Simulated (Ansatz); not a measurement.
# GeH6OSSi: the cost of one run

Method: RKS PBE-D4/def2-SVP; program: Ansatz 0.2.0.

## 1. The system as given

SMILES `[OH][GeH]([SiH3])[SH]`, 10 atoms, charge 0, spin multiplicity 1.

Atoms are counted from 1 here; the program's logs count them from 0.

Bond lengths: O1–Ge2 1.808 Å, O1–H5 0.976 Å, Ge2–Si3 2.400 Å, Ge2–S4 2.260 Å, Ge2–H6 1.547 Å, Si3–H7 1.507 Å, Si3–H8 1.504 Å, Si3–H9 1.504 Å, S4–H10 1.363 Å. Angles: Ge2–O1–H5 110.8°, O1–Ge2–Si3 111.9°, O1–Ge2–S4 112.7°, O1–Ge2–H6 102.5°, Si3–Ge2–S4 107.2°, Si3–Ge2–H6 116.8°, S4–Ge2–H6 105.8°, Ge2–Si3–H7 107.5°, Ge2–Si3–H8 109.8°, Ge2–Si3–H9 111.7°, H7–Si3–H8 109.0°, H7–Si3–H9 109.0°, H8–Si3–H9 109.8°, Ge2–S4–H10 93.9°.

Coordinates:

```xyz
10
GeH6OSSi
O    -0.9956    1.8393   -0.8197
Ge   -0.7080    0.5512    0.4164
Si    1.4957   -0.3833    0.2375
S    -2.1748   -1.1600    0.2483
H    -0.9230    1.4753   -1.7221
H    -1.0550    1.2738    1.7396
H     1.5574   -1.1505   -1.0578
H     1.7416   -1.3312    1.3789
H     2.5544    0.6849    0.2252
H    -1.4096   -1.8509   -0.6432
```

This geometry comes from a loose relaxation at PBE in a small basis, which is not shown.

## 3. The grid

First coordinate, dihedral Si3–Ge2–S4–H10: 10 values from −180 to 144 °, periodic. Second coordinate, dihedral H5–O1–Ge2–Si3: 10 values from −180 to 144 °, periodic.

Nothing else is relaxed (all other coordinates rigid). Energies count from the relaxed molecule at the same level. Points are written as (first, second).

(The set-up runs are not shown.)

## 4. Grid point (−72°, 0°)

input.yaml

```yaml
crystal:
  periodic: [false, false, false]
  atoms:
    - { symbol: O, position_ang: [-0.996923, 1.839002, -0.819661] }
    - { symbol: Ge, position_ang: [-0.709167, 0.551551, 0.416647] }
    - { symbol: Si, position_ang: [-0.247157, -1.574428, -0.598265] }
    - { symbol: S, position_ang: [-2.474106, 0.261562, 1.797525] }
    - { symbol: H, position_ang: [-0.921357, 1.476816, -1.722457] }
    - { symbol: H, position_ang: [0.411053, 1.166925, 1.287828] }
    - { symbol: H, position_ang: [-1.51225, -2.041601, -1.270291] }
    - { symbol: H, position_ang: [0.139114, -2.571157, 0.459636] }
    - { symbol: H, position_ang: [0.845968, -1.475459, -1.62657] }
    - { symbol: H, position_ang: [-3.368539, 0.131411, 0.77736] }
basis:
  gaussian: { orbitals: def2-SVP }
hamiltonian:
  xc: pbe
  dispersion: d4
output:
  forces: true
```

The run is started by

```
> ansatz run input.yaml --threads 1 --pin off --max-ram 2560MiB --backend cpu --events-out ev --progress --plain --runs-dir out
```

What time and memory should one allow on 1 thread of Arm Neoverse V2, shared host?

About 3.8 s, with a peak of 0.15 GiB.
